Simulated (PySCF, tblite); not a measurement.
# methyl 1-bromovinyl ketone (C₄H₅BrO): a rotation path, then NMR shifts on frames

Aim: move methyl 1-bromovinyl ketone (C₄H₅BrO) (`C=C(Br)C(C)=O`) away from its starting geometry and see how NMR shifts follow the geometry.

Programs: tblite 0.8.0 and PySCF 2.14.0, with density-fitted response routines of our own. Each step states its level of theory. These are calculated values for one molecule in the gas phase, unless marked as measured. Atoms count from 0, in the outputs and in this text.

## (1) Starting geometry

11 atoms, charge 0, multiplicity 1; geometry from: GFN2-xTB.

Bonds of the start (Å): C0–C1 1.33, C1–Br2 1.90, C1–C3 1.49, C3–C4 1.50, C3–O5 1.21, C0–H6 1.08, C0–H7 1.08, C4–H8 1.09, C4–H9 1.09, C4–H10 1.09.

## (2) The rotation path with GFN2-xTB

What the job is given:

```
{"job": {"kind": "neb", "xc": "GFN2-xTB", "basis": "xTB", "atoms": [2, 1, 3, 4], "turn": 180}, "charge": 0, "multiplicity": 1}
C      1.607667     0.633542     1.114100
C      0.381545     0.456489     0.636313
Br    -1.091094     1.363511     1.434370
C      0.112952    -0.444871    -0.525634
C     -1.308562    -0.571662    -0.979222
O      1.035060    -1.026417    -1.044075
H      2.429613     0.112476     0.650786
H      1.823659     1.277390     1.948628
H     -1.928018    -0.949033    -0.166895
H     -1.696944     0.403454    -1.269398
H     -1.360453    -1.252209    -1.824937
```

With the program's defaults for keys left out, this is: GFN2-xTB climbing-image nudged elastic band, gas phase.

Command:

```
> OMP_NUM_THREADS=1 python probes_run.py task.json out
```

This one command runs all jobs of the session in turn.

The program printed:

```text
image   E - E0 / eV
  0      -0.0000
  1       0.0187
  2       0.0698
  3       0.1274
  4       0.1654
  5       0.1701
  6       0.1484
  7       0.1155
  8       0.0964
```

Wall time 5.9 s (1 thread of Intel Xeon Platinum 8175M at 2.50GHz, shared host).

The final band, with the dihedral Br2–C1–C3–C4:

| image | dihedral (°) | energy (eV) | energy (kcal/mol) |
| --- | --- | --- | --- |
| 0 | 0 | 0.000 | 0.0 |
| 1 | 23 | 0.019 | 0.4 |
| 2 | 45 | 0.070 | 1.6 |
| 3 | 68 | 0.127 | 2.9 |
| 4 | 91 | 0.165 | 3.8 |
| 5 | 114 | 0.170 | 3.9 |
| 6 | 137 | 0.148 | 3.4 |
| 7 | 158 | 0.115 | 2.7 |
| 8 | 180 | 0.096 | 2.2 |

## (3) NMR shieldings: image 0, PBE0/pcSseg-1

What the job is given:

```
{"job": {"kind": "nmr", "xc": "PBE0", "basis": "pcSseg-1", "pop": false}, "charge": 0, "multiplicity": 1}
C      1.607700     0.633500     1.114100
C      0.381500     0.456500     0.636300
Br    -1.091100     1.363500     1.434400
C      0.113000    -0.444900    -0.525600
C     -1.308600    -0.571700    -0.979200
O      1.035100    -1.026400    -1.044100
H      2.429600     0.112500     0.650800
H      1.823700     1.277400     1.948600
H     -1.928000    -0.949000    -0.166900
H     -1.696900     0.403500    -1.269400
H     -1.360500    -1.252200    -1.824900
```

Level: GIAO PBE0/pcSseg-1 NMR shielding, non-relativistic, gas phase.

The program printed:

```text
coarse grid: 45592 points
cycle   1  E = -2803.7821975530  dE = -3.541e-01  |g| = 1.051e+00  |ddm| = 3.237e+00
cycle   2  E = -2803.2291483675  dE =  5.530e-01  |g| = 1.877e+00  |ddm| = 3.130e+00
cycle   3  E = -2803.8957920732  dE = -6.666e-01  |g| = 3.645e-01  |ddm| = 2.775e+00
cycle   4  E = -2803.9198673711  dE = -2.408e-02  |g| = 8.660e-02  |ddm| = 3.511e-01
cycle   5  E = -2803.9211156735  dE = -1.248e-03  |g| = 2.584e-02  |ddm| = 9.750e-02
cycle   6  E = -2803.9212869244  dE = -1.713e-04  |g| = 7.689e-03  |ddm| = 3.802e-02
cycle   7  E = -2803.9213022281  dE = -1.530e-05  |g| = 2.357e-03  |ddm| = 9.599e-03
cycle   8  E = -2803.9213034390  dE = -1.211e-06  |g| = 7.310e-04  |ddm| = 2.606e-03
final grid: 95976 points
cycle   9  E = -2803.9212844480  dE =  2.698e-07  |g| = 1.380e-03  |ddm| = 2.890e-03
cycle  10  E = -2803.9212833736  dE =  1.074e-06  |g| = 2.656e-03  |ddm| = 3.681e-03
cycle  11  E = -2803.9212848609  dE = -1.487e-06  |g| = 1.293e-04  |ddm| = 2.441e-03
cycle  12  E = -2803.9212848648  dE = -3.869e-09  |g| = 2.351e-05  |ddm| = 1.218e-04
cycle  13  E = -2803.9212848649  dE = -1.201e-10  |g| = 5.881e-06  |ddm| = 3.097e-05
converged SCF energy = -2803.9212848649

GIAO shielding tensors (ppm)
atom      isotropic    diamagn.    paramagn.     s11        s22        s33       span
  0 C       48.999     250.869    -201.870    -59.657     46.565    160.089    219.746
  1 C       38.714     258.694    -219.979    -64.556     81.500     99.199    163.755
  2 Br    2052.872    3122.734   -1069.862   1570.391   1720.796   2867.427   1297.037
  3 C      -10.528     245.501    -256.029   -106.425    -17.151     91.992    198.417
  4 C      154.809     251.335     -96.526    139.099    144.364    180.965     41.866
  5 O     -304.935     400.855    -705.791   -860.266   -398.201    343.661   1203.927
  6 H       24.548      30.363      -5.815     22.034     22.583     29.026      6.992
  7 H       25.444      29.186      -3.743     21.959     23.402     30.970      9.010
  8 H       28.942      29.101      -0.160     24.094     30.551     32.180      8.086
  9 H       28.935      29.096      -0.162     24.075     30.559     32.170      8.095
 10 H       29.589      28.402       1.187     25.799     27.663     35.304      9.506
```

Run time: 22 s. Hardware: 1 thread of Intel Xeon Platinum 8175M at 2.50GHz, shared host; peak memory 0.77 GiB.

Shifts follow as δ = σ(reference) − σ, with reference shieldings (ppm) from runs at the same level and on the same kind of geometry: 1H TMS 31.72, 13C TMS 186.9, 17O H2O 336.1, 79Br HBr 2622. The references are single molecules in the gas phase, so shifts against H2O, NH3, PH3, H3PO4 or CFCl3 are not on the usual liquid scales and can be off by tens of ppm. Each atom is listed at this fixed geometry, with no averaging over motion; a spectrum would average atoms that exchange fast.

| atoms | environment | σ (ppm) | δ (ppm) |
| --- | --- | --- | --- |
| C3 | ketone carbonyl carbon | -10.5 | 197.5 |
| C1 | α carbon of a C=C–C=O unit bonded to Br | 38.7 | 148.2 |
| C0 | β carbon of a C=C–C=O unit | 49.0 | 137.9 |
| C4 | methyl carbon α to a carbonyl | 154.8 | 32.1 |
| H6 | hydrogen on a β carbon of a C=C–C=O unit | 24.55 | 7.17 |
| H7 | hydrogen on a β carbon of a C=C–C=O unit | 25.44 | 6.27 |
| H9 | hydrogen on a methyl carbon α to a carbonyl | 28.93 | 2.78 |
| H8 | hydrogen on a methyl carbon α to a carbonyl | 28.94 | 2.78 |
| H10 | hydrogen on a methyl carbon α to a carbonyl | 29.59 | 2.13 |
| Br2 | bromine bonded to C | 2053 | 569 |
| O5 | ketone oxygen | -304.9 | 641.0 |

## (4) Shielding tensors: image 2, PBE0/pcSseg-1

What the job is given:

```
{"job": {"kind": "nmr", "xc": "PBE0", "basis": "pcSseg-1", "pop": false}, "charge": 0, "multiplicity": 1}
C      1.553900     0.804600     0.946600
C      0.355400     0.264600     0.788700
Br    -1.073300     0.701800     1.972000
C      0.050500    -0.696700    -0.319200
C     -1.226200    -0.446000    -1.064800
O      0.837600    -1.565100    -0.594900
H      2.346400     0.547500     0.263600
H      1.776200     1.511200     1.727800
H     -2.079500    -0.490800    -0.392000
H     -1.193800     0.553600    -1.497700
H     -1.341900    -1.181900    -1.855900
```

With the program's defaults for keys left out, this is: GIAO PBE0/pcSseg-1 NMR shielding, non-relativistic, gas phase.

The program printed:

```text
coarse grid: 45592 points
cycle   1  E = -2803.7774439035  dE = -3.543e-01  |g| = 1.054e+00  |ddm| = 3.194e+00
cycle   2  E = -2803.2590104582  dE =  5.184e-01  |g| = 1.840e+00  |ddm| = 2.857e+00
cycle   3  E = -2803.8932029720  dE = -6.342e-01  |g| = 3.590e-01  |ddm| = 2.510e+00
cycle   4  E = -2803.9164239445  dE = -2.322e-02  |g| = 8.661e-02  |ddm| = 3.225e-01
cycle   5  E = -2803.9176943569  dE = -1.270e-03  |g| = 2.601e-02  |ddm| = 9.944e-02
cycle   6  E = -2803.9178634672  dE = -1.691e-04  |g| = 7.900e-03  |ddm| = 3.812e-02
cycle   7  E = -2803.9178785890  dE = -1.512e-05  |g| = 2.474e-03  |ddm| = 8.825e-03
cycle   8  E = -2803.9178797549  dE = -1.166e-06  |g| = 9.243e-04  |ddm| = 3.181e-03
final grid: 95976 points
cycle   9  E = -2803.9178793991  dE =  4.818e-07  |g| = 1.728e-03  |ddm| = 3.070e-03
cycle  10  E = -2803.9178774033  dE =  1.996e-06  |g| = 3.375e-03  |ddm| = 4.078e-03
cycle  11  E = -2803.9178801306  dE = -2.727e-06  |g| = 2.713e-04  |ddm| = 2.717e-03
cycle  12  E = -2803.9178801468  dE = -1.620e-08  |g| = 3.171e-05  |ddm| = 2.526e-04
cycle  13  E = -2803.9178801470  dE = -2.083e-10  |g| = 8.924e-06  |ddm| = 4.163e-05
converged SCF energy = -2803.9178801470

GIAO shielding tensors (ppm)
atom      isotropic    diamagn.    paramagn.     s11        s22        s33       span
  0 C       55.925     250.785    -194.860    -49.809     62.519    155.066    204.875
  1 C       35.293     260.053    -224.760    -78.219     66.807    117.291    195.509
  2 Br    2005.043    3122.187   -1117.144   1461.519   1687.550   2866.060   1404.540
  3 C      -15.190     245.230    -260.421   -108.409    -29.703     92.540    200.949
  4 C      157.407     252.284     -94.877    137.922    146.524    187.775     49.853
  5 O     -341.595     399.505    -741.099   -933.903   -410.742    319.860   1253.763
  6 H       25.365      30.257      -4.892     21.538     24.693     29.864      8.327
  7 H       25.744      29.173      -3.429     22.314     23.795     31.122      8.808
  8 H       28.324      29.158      -0.834     22.471     30.217     32.285      9.814
  9 H       29.559      29.621      -0.061     26.214     29.278     33.186      6.972
 10 H       29.730      28.838       0.892     26.221     27.604     35.365      9.144
```

Wall time 24 s (1 thread of Intel Xeon Platinum 8175M at 2.50GHz, shared host); peak memory 0.79 GiB.

This run: δ C3 202.1, C1 151.6, C0 131.0, C4 29.5, H6 6.35, H7 5.97 ppm.

## (5) NMR shieldings: image 5, PBE0/pcSseg-1

What the job is given:

```
{"job": {"kind": "nmr", "xc": "PBE0", "basis": "pcSseg-1", "pop": false}, "charge": 0, "multiplicity": 1}
C      1.245100     1.022800     0.726200
C      0.346000     0.078300     0.936500
Br    -0.448600    -0.176600     2.652200
C     -0.136000    -0.917100    -0.079500
C     -0.941000    -0.304100    -1.191500
O      0.092500    -2.091000     0.027000
H      1.697900     1.143700    -0.243800
H      1.579800     1.681900     1.508800
H     -1.832200     0.156300    -0.767100
H     -0.366100     0.475500    -1.686300
H     -1.232100    -1.067100    -1.908400
```

Level: GIAO PBE0/pcSseg-1 NMR shielding, non-relativistic, gas phase.

The program printed:

```text
coarse grid: 45592 points
cycle   1  E = -2803.7697945399  dE = -3.543e-01  |g| = 1.057e+00  |ddm| = 3.198e+00
cycle   2  E = -2803.2849385928  dE =  4.849e-01  |g| = 1.802e+00  |ddm| = 2.665e+00
cycle   3  E = -2803.8883755764  dE = -6.034e-01  |g| = 3.644e-01  |ddm| = 2.291e+00
cycle   4  E = -2803.9116135189  dE = -2.324e-02  |g| = 8.998e-02  |ddm| = 3.183e-01
cycle   5  E = -2803.9130270279  dE = -1.414e-03  |g| = 2.569e-02  |ddm| = 1.049e-01
cycle   6  E = -2803.9132031127  dE = -1.761e-04  |g| = 7.909e-03  |ddm| = 3.804e-02
cycle   7  E = -2803.9132185304  dE = -1.542e-05  |g| = 2.613e-03  |ddm| = 9.113e-03
cycle   8  E = -2803.9132199773  dE = -1.447e-06  |g| = 1.051e-03  |ddm| = 2.815e-03
final grid: 95976 points
cycle   9  E = -2803.9132358968  dE =  4.934e-07  |g| = 1.902e-03  |ddm| = 2.825e-03
cycle  10  E = -2803.9132340761  dE =  1.821e-06  |g| = 3.521e-03  |ddm| = 4.497e-03
cycle  11  E = -2803.9132366684  dE = -2.592e-06  |g| = 2.212e-04  |ddm| = 2.956e-03
cycle  12  E = -2803.9132366795  dE = -1.115e-08  |g| = 3.468e-05  |ddm| = 2.179e-04
cycle  13  E = -2803.9132366798  dE = -2.592e-10  |g| = 7.261e-06  |ddm| = 3.145e-05
converged SCF energy = -2803.9132366798

GIAO shielding tensors (ppm)
atom      isotropic    diamagn.    paramagn.     s11        s22        s33       span
  0 C       62.378     252.542    -190.164    -47.834     77.744    157.224    205.058
  1 C       35.759     260.074    -224.315    -75.254     61.928    120.604    195.858
  2 Br    1923.327    3120.901   -1197.574   1326.083   1587.351   2856.547   1530.464
  3 C      -16.817     245.111    -261.928   -112.688    -31.280     93.518    206.205
  4 C      153.627     252.949     -99.322    134.135    137.006    189.740     55.605
  5 O     -352.765     396.807    -749.572   -971.355   -427.727    340.789   1312.144
  6 H       25.897      31.024      -5.127     22.175     25.250     30.266      8.091
  7 H       25.608      29.138      -3.530     21.895     24.055     30.875      8.980
  8 H       29.203      29.454      -0.250     25.894     29.664     32.053      6.159
  9 H       29.240      30.625      -1.385     25.651     29.608     32.462      6.811
 10 H       29.624      29.154       0.470     26.302     27.378     35.192      8.889
```

It took 25 s on 1 thread of Intel Xeon Platinum 8175M at 2.50GHz, shared host; peak memory 0.79 GiB.

Key values: δ C3 203.7, C1 151.2, C0 124.5, C4 33.3, H7 6.11, H6 5.82 ppm.

## (6) Nuclear shieldings: image 6, PBE0/pcSseg-1

What the job is given:

```
{"job": {"kind": "nmr", "xc": "PBE0", "basis": "pcSseg-1", "pop": false}, "charge": 0, "multiplicity": 1}
C      1.108700     1.076500     0.702500
C      0.338200     0.034700     0.976200
Br    -0.085700    -0.419000     2.778500
C     -0.226600    -0.930500    -0.018200
C     -0.837100    -0.289200    -1.234800
O     -0.211500    -2.115800     0.180400
H      1.381700     1.318400    -0.310500
H      1.516300     1.702400     1.478000
H     -1.655000     0.355900    -0.918200
H     -0.106500     0.324600    -1.754600
H     -1.217100    -1.055300    -1.905200
```

Level: GIAO PBE0/pcSseg-1 NMR shielding, non-relativistic, gas phase.

The program printed:

```text
coarse grid: 45592 points
cycle   1  E = -2803.7737614912  dE = -3.523e-01  |g| = 1.051e+00  |ddm| = 3.213e+00
cycle   2  E = -2803.2958422372  dE =  4.779e-01  |g| = 1.786e+00  |ddm| = 2.829e+00
cycle   3  E = -2803.8904510382  dE = -5.946e-01  |g| = 3.673e-01  |ddm| = 2.434e+00
cycle   4  E = -2803.9138410226  dE = -2.339e-02  |g| = 9.235e-02  |ddm| = 3.332e-01
cycle   5  E = -2803.9152988692  dE = -1.458e-03  |g| = 2.967e-02  |ddm| = 1.120e-01
cycle   6  E = -2803.9155258119  dE = -2.269e-04  |g| = 1.116e-02  |ddm| = 4.187e-02
cycle   7  E = -2803.9155555903  dE = -2.978e-05  |g| = 2.992e-03  |ddm| = 1.151e-02
cycle   8  E = -2803.9155577039  dE = -2.114e-06  |g| = 1.135e-03  |ddm| = 4.006e-03
final grid: 95976 points
cycle   9  E = -2803.9155319659  dE =  4.437e-07  |g| = 1.914e-03  |ddm| = 2.886e-03
cycle  10  E = -2803.9155302579  dE =  1.708e-06  |g| = 3.515e-03  |ddm| = 4.480e-03
cycle  11  E = -2803.9155327136  dE = -2.456e-06  |g| = 3.363e-04  |ddm| = 3.017e-03
cycle  12  E = -2803.9155327399  dE = -2.632e-08  |g| = 4.341e-05  |ddm| = 3.520e-04
cycle  13  E = -2803.9155327404  dE = -4.106e-10  |g| = 9.366e-06  |ddm| = 3.866e-05
converged SCF energy = -2803.9155327404

GIAO shielding tensors (ppm)
atom      isotropic    diamagn.    paramagn.     s11        s22        s33       span
  0 C       58.005     253.195    -195.190    -54.191     73.591    154.615    208.806
  1 C       32.250     259.306    -227.056    -68.689     56.508    108.933    177.622
  2 Br    1936.213    3120.516   -1184.303   1365.601   1588.686   2854.350   1488.749
  3 C      -13.505     245.359    -258.864   -108.403    -26.826     94.714    203.117
  4 C      155.905     252.960     -97.054    134.743    143.466    189.507     54.763
  5 O     -352.047     396.455    -748.502   -969.714   -426.554    340.126   1309.839
  6 H       25.579      31.432      -5.853     22.118     24.995     29.624      7.506
  7 H       25.314      29.055      -3.741     21.567     23.720     30.656      9.089
  8 H       29.511      29.803      -0.292     26.274     29.237     33.023      6.749
  9 H       29.052      30.831      -1.779     25.131     29.611     32.413      7.282
 10 H       29.559      29.089       0.470     26.023     27.619     35.035      9.012
```

Wall time 23 s (1 thread of Intel Xeon Platinum 8175M at 2.50GHz, shared host); peak memory 0.79 GiB.

This run: δ C3 200.4, C1 154.7, C0 128.9, C4 31.0, H7 6.40, H6 6.14 ppm.

## (7) Nuclear shieldings: image 8, PBE0/pcSseg-1

What the job is given:

```
{"job": {"kind": "nmr", "xc": "PBE0", "basis": "pcSseg-1", "pop": false}, "charge": 0, "multiplicity": 1}
C      0.877100     1.183500     0.737400
C      0.376100    -0.018500     0.996200
Br     0.631100    -0.822900     2.703200
C     -0.411000    -0.883300     0.071900
C     -0.663200    -0.322300    -1.302500
O     -0.810500    -1.962300     0.425400
H      0.746900     1.658700    -0.219000
H      1.435500     1.730500     1.477600
H     -1.209600     0.615100    -1.230400
H      0.280800    -0.138600    -1.810200
H     -1.247700    -1.037300    -1.875500
```

Level: GIAO PBE0/pcSseg-1 NMR shielding, non-relativistic, gas phase.

The program printed:

```text
coarse grid: 45592 points
cycle   1  E = -2803.7788150359  dE = -3.487e-01  |g| = 1.044e+00  |ddm| = 3.275e+00
cycle   2  E = -2803.3216723560  dE =  4.571e-01  |g| = 1.748e+00  |ddm| = 3.288e+00
cycle   3  E = -2803.8940769840  dE = -5.724e-01  |g| = 3.669e-01  |ddm| = 2.836e+00
cycle   4  E = -2803.9172481114  dE = -2.317e-02  |g| = 9.200e-02  |ddm| = 3.480e-01
cycle   5  E = -2803.9186380313  dE = -1.390e-03  |g| = 3.285e-02  |ddm| = 1.151e-01
cycle   6  E = -2803.9189150032  dE = -2.770e-04  |g| = 1.265e-02  |ddm| = 4.429e-02
cycle   7  E = -2803.9189531610  dE = -3.816e-05  |g| = 2.940e-03  |ddm| = 1.335e-02
cycle   8  E = -2803.9189552981  dE = -2.137e-06  |g| = 1.086e-03  |ddm| = 4.403e-03
final grid: 95976 points
cycle   9  E = -2803.9189867533  dE =  3.973e-07  |g| = 1.811e-03  |ddm| = 3.284e-03
cycle  10  E = -2803.9189851941  dE =  1.559e-06  |g| = 3.354e-03  |ddm| = 4.359e-03
cycle  11  E = -2803.9189874112  dE = -2.217e-06  |g| = 3.544e-04  |ddm| = 3.090e-03
cycle  12  E = -2803.9189874413  dE = -3.014e-08  |g| = 3.910e-05  |ddm| = 4.059e-04
cycle  13  E = -2803.9189874416  dE = -3.224e-10  |g| = 8.104e-06  |ddm| = 3.493e-05
converged SCF energy = -2803.9189874416

GIAO shielding tensors (ppm)
atom      isotropic    diamagn.    paramagn.     s11        s22        s33       span
  0 C       52.279     254.016    -201.737    -62.171     67.142    151.867    214.039
  1 C       28.437     258.437    -230.000    -59.997     60.786     84.521    144.519
  2 Br    2024.465    3120.236   -1095.771   1450.907   1781.346   2841.141   1390.234
  3 C       -5.146     246.187    -251.332   -100.936    -13.246     98.745    199.681
  4 C      160.287     253.415     -93.128    141.104    148.929    190.827     49.723
  5 O     -369.232     396.646    -765.878  -1000.990   -418.034    311.330   1312.320
  6 H       25.209      31.778      -6.569     22.833     23.919     28.875      6.042
  7 H       24.878      28.744      -3.866     21.762     22.333     30.540      8.777
  8 H       29.243      30.597      -1.354     25.522     29.185     33.023      7.501
  9 H       29.248      30.567      -1.319     25.543     29.145     33.057      7.514
 10 H       29.391      28.874       0.517     25.605     27.828     34.739      9.134
```

Wall time 23 s (1 thread of Intel Xeon Platinum 8175M at 2.50GHz, shared host); peak memory 0.79 GiB.

This run: δ C3 192.1, C1 158.5, C0 134.6, C4 26.6, H7 6.84, H6 6.51 ppm.

## (8) Side by side: NMR shifts

Shifts (ppm) of some atoms, chosen among heavy atoms and hydrogens apart, with basis size and wall time:

| frame | C3 | C1 | C0 | H6 | H8 | Br2 | O5 | functions | time |
| --- | --- | --- | --- | --- | --- | --- | --- | --- | --- |
| image 0 | 197.5 | 148.2 | 137.9 | 7.17 | 2.78 | 569 | 641.0 | 151 | 22 s |
| image 2 | 202.1 | 151.6 | 131.0 | 6.35 | 3.39 | 617 | 677.7 | 151 | 24 s |
| image 5 | 203.7 | 151.2 | 124.5 | 5.82 | 2.51 | 699 | 688.8 | 151 | 25 s |
| image 6 | 200.4 | 154.7 | 128.9 | 6.14 | 2.21 | 686 | 688.1 | 151 | 23 s |
| image 8 | 192.1 | 158.5 | 134.6 | 6.51 | 2.47 | 598 | 705.3 | 151 | 23 s |

## (9) What came out

| quantity | value |
| --- | --- |
| barrier | 0.170 eV (3.9 kcal/mol) at image 5 |
| end to end (GFN2-xTB) | 0.096 eV |
| 13C shifts against TMS (PBE0/pcSseg-1, image 0) | 197.5, 148.2, 137.9, 32.1 ppm |
| 1H shifts against TMS (PBE0/pcSseg-1, image 0) | 7.17, 6.27, 2.78, 2.78, 2.13 ppm |
| 79Br shifts against HBr (PBE0/pcSseg-1, image 0) | 569 ppm |
| 17O shifts against H2O (PBE0/pcSseg-1, image 0) | 641.0 ppm |
| range of the shift of Br2 | 569 to 699 ppm |

**Reading.** Along the band the dihedral turns by 180°, and the top (dihedral 114°) lies 3.9 kcal/mol above the start (GFN2-xTB, rough), so at room temperature this motion is fast. The top was not checked by a frequency run. C1 stands next to heavy halogen, whose spin-orbit shielding this run leaves out, so the computed shift lies too far downfield, most of all for carbon beside Br or I. Shifts at one fixed geometry are not the observed spectrum, which averages over the motion. In the first frame run (image 0): Shielding is most anisotropic at Br2 (span 1297 ppm, paramagnetic term -1070 ppm). In ppm, Br2 moves most: its shift spreads over 130 ppm, from 569 (image 0) to 699 (image 5). Spin-orbit coupling is left out, which matters for shieldings and couplings at and beside the heavy atoms.
